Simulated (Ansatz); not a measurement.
# Tm2N: the cost of one run

Program: Ansatz 0.2.0. Level of theory: DFT PBE, scalar-relativistic, plane waves, PAW; 4f electrons in the core of a trivalent norm-conserving potential. These are calculated values, not measurements.

1 further run of the same task is left out (it didn't finish).

## 1. Starting point

Symmetry: Cmmm, No. 65, orthorhombic system. Conventional cell: a = 4.725 Å, b = 7.726 Å, c = 3.607 Å, α = 90.00°, β = 90.00°, γ = 90.00°. Tm (site symmetry m2m) has 1 N at 2.35 Å and 2 Tm at 2.51 Å in its first shell of neighbours. Around N (site symmetry mmm) lie 2 Tm at 2.35 Å.

As a file:

```xyz
3
Lattice="2.3624 -3.8630 0.0000 2.3624 3.8630 0.0000 0.0000 0.0000 3.6066" Properties=species:S:1:pos:R:3 pbc="T T T"
Tm    2.3624    1.5115    0.0000
Tm    2.3624   -1.5115    0.0000
N     0.0000    0.0000    0.0000
```

The cell is invented: random cell by space group and Wyckoff sites (Cmmm, No. 65). Lengths come from tabulated atomic sizes and are only a guess.

## 2. Probe: one point on a coarse mesh

input.yaml reads:

```yaml
crystal:
  lattice:
    - [2.36243357, -3.86297151, 0.0]
    - [2.36243357, 3.86297151, 0.0]
    - [0.0, 0.0, 3.6066471]
  atoms:
    - { symbol: Tm, position: [0.30435724, 0.69564276, 0.0] }
    - { symbol: Tm, position: [0.69564276, 0.30435724, 0.0] }
    - { symbol: "N", position: [0.0, 0.0, 0.0] }
basis:
  ecutwfc: 690
kpoints:
  mp_grid: { grid: [4, 4, 6] }
hamiltonian:
  xc: pbe
  pseudopotentials:
    kind: paw
    azcp: { Tm: "pseudopotentials/pbe/nc/lanthanide_3plus/Tm.nc.azcp" }
scf:
  occupations: { method: gaussian, width: 0.1 }
  lower_state_search: "off"
output:
  forces: true
  stress: true
  eigenvalues: true
```

Started as:

```console
$ ansatz run input.yaml --threads 1 --pin off --max-ram 2560MiB --backend cpu --events-out ev --progress --plain --runs-dir out
```

**Question.** How long does this run take on 1 thread of AMD EPYC (Zen 3), shared host, and how much memory does it need?

About 8.5 s, with a peak of 0.36 GiB.
